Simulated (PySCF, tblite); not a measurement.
# C₅H₅Cl₂Ge radical: geometry, infrared bands and EPR parameters

Aim: predict the infrared bands and EPR parameters of C₅H₅Cl₂Ge radical (`C=[C]1[GeH2][C@H](Cl)[C]=C1Cl`).

The runs use tblite 0.8.0 and PySCF 2.14.0, with density-fitted response routines of our own; the level of theory stands in each step. All values are computed, except where a source is named. Atoms count from 0, in the outputs and in this text.

## 1. Starting geometry

13 atoms, charge 0, multiplicity 2; geometry from: force field or distance geometry start.

Bonds of the start (Å): C0–C1 1.34, C1–Ge2 1.94, Ge2–C3 1.97, C3–Cl4 1.77, C3–C5 1.43, C5–C6 1.26, C6–Cl7 1.79, C6–C1 1.46, C0–H8 1.10, C0–H9 1.06, Ge2–H10 1.51, Ge2–H11 1.55, C3–H12 1.13.

## 2. Geometry optimisation with GFN2-xTB

Job settings and geometry (Å):

```
{"job": {"kind": "relax", "xc": "GFN2-xTB", "basis": "xTB"}, "charge": 0, "multiplicity": 2}
C      1.984700    -0.907200     0.290100
C      0.860500    -0.273100    -0.052400
Ge    -0.959200    -0.902300     0.199400
C     -1.559400     0.969200     0.236100
Cl    -3.150100     1.113400    -0.518200
C     -0.475100     1.542700    -0.505700
C      0.665100     1.028200    -0.674000
Cl     1.989500     1.790500    -1.597300
H      1.964700    -1.898600     0.764300
H      2.916700    -0.438400     0.102300
H     -1.187500    -1.658400     1.487800
H     -1.460200    -1.625400    -1.078700
H     -1.594200     1.259900     1.328800
```

The run is started by

```
> OMP_NUM_THREADS=1 python probes_run.py task.json out
```

One launch serves the whole session: the jobs run in the order shown.

**Question.** This job is followed by: GFN2-xTB harmonic vibrations, gas phase; UKS B3LYP, def2-TZVP-core on Ge, pcH-1 on C Cl H, non-relativistic, mean-field spin-orbit, GIAO. What will the session give for the following? strongest single infrared mode (GFN2-xTB); zero-point energy (GFN2-xTB); g(iso) (B3LYP); ⟨S²⟩; largest a(iso); potential on the surface of density 0.002 e/bohr³, 1st and 99th percentile.

**Answer**, as computed:

| quantity | value |
| --- | --- |
| strongest single infrared mode (GFN2-xTB) | 1975 cm⁻¹, 403 km/mol |
| zero-point energy (GFN2-xTB) | 45.5 kcal/mol |
| g(iso) (B3LYP) | 2.00175 |
| ⟨S²⟩ | 0.763 (exact 0.75) |
| largest a(iso) | 13C on C5, 367.2 MHz |
| potential on the surface of density 0.002 e/bohr³, 1st and 99th percentile | -0.67 V and 1.50 V |

What this shows: Over 73 steps the energy fell by 0.508 eV; of the close pairs, Ge2–C3 changed most, 1.966 to 2.059 Å. All 33 modes are real, so the xTB geometry is a minimum. The strongest single mode, at 1975 cm⁻¹, moves mainly H11. GFN2-xTB is a fitted tight-binding method: band positions and strengths are rough. Its intensities can rank the bands wrongly. Most of the unpaired spin sits on C5 (0.94 e). The isotropic g lies 0.6 ppt below the free-electron value. The hyperfine terms hold no scalar relativity, which the heavier nuclei need. The conformer search found further structures of the same energy, which may be mirror or relabelled copies of this one.
